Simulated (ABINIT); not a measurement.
Crystal: NaLaMnMoO6.

```
CELL_PARAMETERS angstrom
5.55735 0.00000 0.00053
0.00000 5.59794 0.00000
-0.06290 0.00000 8.02462
ATOMIC_POSITIONS crystal
Na 0.75008 0.51572 0.49924
Na 0.24992 0.01572 0.50076
La 0.25715 0.95896 0.99937
La 0.74285 0.45896 0.00063
Mn 0.24767 0.48762 0.25607
Mn 0.75233 0.98762 0.74393
Mo 0.75559 0.99666 0.27090
Mo 0.24441 0.49666 0.72910
O 0.67335 0.97830 0.49061
O 0.03402 0.81017 0.27726
O 0.93353 0.28910 0.28026
O 0.47817 0.20966 0.19922
O 0.54435 0.73563 0.20079
O 0.82956 0.01818 0.00392
O 0.32665 0.47830 0.50939
O 0.96598 0.31017 0.72274
O 0.06647 0.78910 0.71974
O 0.52183 0.70966 0.80078
O 0.45565 0.23563 0.79921
O 0.17044 0.51818 0.99608
```

The cell was built by a generator and needn't be a form met in nature.

Program: ABINIT 10.8.3 (patched build). Alike in all runs: task single point; potentials or basis Ansatz PAW PBE generated set soft_1, frozen core; cell as given; k mesh 2 × 2 × 2; smearing fermi-dirac 0.05 eV; the mesh is coarse, so values aren't converged.

Task: Order these runs on this cell by their pressure, lowest first.
A. level PBE; spin collinear, antiferromagnetic start; cutoff (eV) 435; fine-grid cutoff 870.764 eV
B. level PBEsol; spin collinear, ferromagnetic start; cutoff (eV) 490; fine-grid cutoff 979.61 eV
C. level PBE+U; spin collinear, ferromagnetic start; U Mn d U = 3 eV, Mo d U = 3 eV; cutoff (eV) 435; double counting (usepawu) 1; fine-grid cutoff 870.764 eV

Result: B (-5.6 GPa), A (-0.3 GPa), C (1.9 GPa).

Caveats: all runs use coarse meshes; the atomic spheres overlap; small starting moments can end in a higher magnetic state in this program (some runs); the PAW data sets were made with another functional, which shifts forces and pressure a little (some runs).
